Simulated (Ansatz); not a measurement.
# BGaH4SSe: up Jacob's ladder to CCSD(T)

An exercise on one series of results from a longer session: the logs are not shown, and one member is left open.

Program: Ansatz 0.2.0, Gaussian basis. Level of theory: functionals in def2-TZVPP, the program's frozen cores in correlated methods. These are calculated values, not measurements.

Levels to be run: LDA (SPW92), PBE-D4, revPBE-D4, BLYP-D4, r2SCAN-D4, B97M-V, PBE0-D4, B3LYP-D4, r2SCANh-D4, r2SCAN0-D4, HSE06-D4, BHLYP-D4, CAM-B3LYP-D4, LC-ωPBE, ωB97X-V, ωB97M-V, B2PLYP, PBE-QIDH; CCSD(T)/def2-SVP; CCSD(T)/def2-TZVPP; MP2/def2-QZVPP; extrapolation to the limit; RPA on PBE.

### The geometry

All runs share one geometry, relaxed beforehand with PBE0-D4 in a triple-zeta def2 set.

SMILES `[SH][GaH][BH][SeH]`, 8 atoms, charge 0, spin multiplicity 1.

Atoms are counted from 1 here; the program's logs count them from 0.

Bond lengths: S1–Ga2 2.211 Å, S1–H5 1.343 Å, Ga2–B3 2.075 Å, Ga2–H6 1.567 Å, B3–Se4 1.897 Å, B3–H7 1.193 Å, Se4–H8 1.474 Å. Angles: Ga2–S1–H5 95.4°, S1–Ga2–B3 116.3°, S1–Ga2–H6 114.8°, B3–Ga2–H6 128.9°, Ga2–B3–Se4 119.5°, Ga2–B3–H7 122.6°, Se4–B3–H7 117.9°, B3–Se4–H8 99.1°.

Set-up of the first run:

The input, in.yaml:

```yaml
crystal:
  periodic: [false, false, false]
  atoms:
    - {symbol: S, position_ang: [-0.468251, 1.636629, -1.934270]}
    - {symbol: Ga, position_ang: [0.357601, 1.016595, 0.020540]}
    - {symbol: B, position_ang: [0.311311, -1.015924, 0.436810]}
    - {symbol: Se, position_ang: [-1.342427, -1.848164, 0.851351]}
    - {symbol: H, position_ang: [-0.203453, 2.943149, -1.773984]}
    - {symbol: H, position_ang: [0.916642, 2.188151, 0.898268]}
    - {symbol: H, position_ang: [1.291217, -1.696361, 0.428054]}
    - {symbol: H, position_ang: [-0.862650, -3.224074, 1.073252]}
basis:
  gaussian: {orbitals: def2-TZVPP}
hamiltonian: {xc: lda}
output: {orbitals: {seedname: orbitals}}
```

Launch:

```
$ ansatz run in.yaml --threads 4 --pin off --events-out ev --progress --plain --max-ram 10444MiB
```

Steps of the session up to this table: LDA; PBE-D4 (GGA); revPBE-D4 (GGA); BLYP-D4 (GGA); r2SCAN-D4 (meta-GGA); B97M-V (meta-GGA); B3LYP-D4 (hybrid); r2SCANh-D4 (hybrid); r2SCAN0-D4 (hybrid); HSE06-D4 (hybrid); BHLYP-D4 (hybrid); CAM-B3LYP-D4 (range-separated); LC-ωPBE (range-separated); ωB97X-V (range-separated); ωB97M-V (range-separated); B2PLYP (double hybrid); PBE-QIDH (double hybrid).

One of the session's tables, all rows but one given; the rest of the session is left out.

It belongs to the step «Frontier levels by functional». 

| functional | HOMO (eV) | LUMO (eV) | gap (eV) |
| --- | --- | --- | --- |
| LDA (SPW92) | -6.53 | -3.13 | 3.40 |
| PBE-D4 | -6.38 | -2.89 | 3.48 |
| revPBE-D4 | -6.32 | -2.80 | 3.52 |
| BLYP-D4 | -6.20 | -2.71 | 3.49 |
| r2SCAN-D4 | -6.66 | -2.70 | 3.96 |
| B97M-V | -6.71 | -2.69 | 4.02 |
| PBE0-D4 | -7.53 | -2.07 | 5.46 |
| B3LYP-D4 | -7.29 | -2.23 | 5.05 |
| r2SCANh-D4 | -7.08 | -2.41 | 4.68 |
| r2SCAN0-D4 | -7.73 | -1.97 | 5.75 |
| HSE06-D4 | -7.13 | -2.45 | 4.68 |
| BHLYP-D4 | -8.55 | -1.13 | 7.41 |
| CAM-B3LYP-D4 | -8.82 | -1.01 | 7.81 |
| LC-ωPBE | -10.23 | 0.04 | 10.28 |
| ωB97X-V | -9.87 | -0.04 | 9.84 |
| ωB97M-V | ? | ? | ? |

**Question.** Estimate the row for ωB97M-V.

**Answer.** HOMO (eV): -9.71; LUMO (eV): -0.20; gap (eV): 9.50. In the column «HOMO (eV)» it lies between ωB97X-V (-9.87) and CAM-B3LYP-D4 (-8.82).
